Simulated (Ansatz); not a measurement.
# C2H8AlNO2: the cost of one run

Method: RKS PBE0/STO-3G, in Ansatz 0.2.0.

**1. The starting structure**

Bond lengths: C1–O2 1.466 Å, O2–C3 1.392 Å, C3–O4 1.431 Å, C3–Al5 1.988 Å, Al5–N6 1.929 Å, C1–H7 1.103 Å, C1–H8 1.105 Å, C1–H9 1.117 Å, C3–H10 1.129 Å, O4–H11 1.076 Å, Al5–H12 1.592 Å, N6–H13 1.059 Å, N6–H14 1.060 Å. Angles (14 of 20 angles, heavy atoms first): C1–O2–C3 109.2°, O2–C3–O4 114.1°, O2–C3–Al5 110.4°, O4–C3–Al5 110.1°, C3–Al5–N6 119.2°, O2–C1–H7 104.3°, O2–C1–H8 108.4°, O2–C1–H9 108.3°, O2–C3–H10 113.3°, O4–C3–H10 103.2°, Al5–C3–H10 105.2°, C3–O4–H11 102.4°, C3–Al5–H12 121.0°, N6–Al5–H12 119.8°.

Structure file:

```xyz
14

C    -0.0784   -2.4605   -0.1661
O    -0.4993   -1.0627   -0.3024
C     0.5628   -0.2302    0.0385
O     0.8322   -0.1720    1.4425
Al    0.2640    1.6007   -0.6775
N    -1.2723    2.6034   -0.0818
H    -0.9859   -3.0422   -0.3985
H     0.7061   -2.6639   -0.9167
H     0.2062   -2.6396    0.8995
H     1.5491   -0.5618   -0.4000
H    -0.1399    0.0339    1.8553
H     1.2996    2.2667   -1.6862
H    -1.2648    3.5561   -0.5438
H    -1.1924    2.7428    0.9660
```

**2. Relaxing the start**

input.yaml reads:

```yaml
crystal:
  periodic: [false, false, false]
  atoms:
    - { symbol: C, position_ang: [-0.0784, -2.4605, -0.1661] }
    - { symbol: O, position_ang: [-0.4993, -1.0627, -0.3024] }
    - { symbol: C, position_ang: [0.5628, -0.2302, 0.0385] }
    - { symbol: O, position_ang: [0.8322, -0.172, 1.4425] }
    - { symbol: Al, position_ang: [0.264, 1.6007, -0.6775] }
    - { symbol: "N", position_ang: [-1.2723, 2.6034, -0.0818] }
    - { symbol: H, position_ang: [-0.9859, -3.0422, -0.3985] }
    - { symbol: H, position_ang: [0.7061, -2.6639, -0.9167] }
    - { symbol: H, position_ang: [0.2062, -2.6396, 0.8995] }
    - { symbol: H, position_ang: [1.5491, -0.5618, -0.4] }
    - { symbol: H, position_ang: [-0.1399, 0.0339, 1.8553] }
    - { symbol: H, position_ang: [1.2996, 2.2667, -1.6862] }
    - { symbol: H, position_ang: [-1.2648, 3.5561, -0.5438] }
    - { symbol: H, position_ang: [-1.1924, 2.7428, 0.966] }
basis:
  gaussian: { orbitals: STO-3G }
hamiltonian:
  xc: pbe0
relax:
  f_tol: 0.02
  max_steps: 40
output:
  orbitals: {}
```

On the command line:

```
$ ansatz run input.yaml --threads 1 --pin off --max-ram 2048MiB --backend cpu --events-out ev --progress --plain --runs-dir out
```

**Question.** How long does this run take on 1 thread of Arm Neoverse V2, shared host, and how much memory does it need?

About 41 s, with a peak of 0.15 GiB.
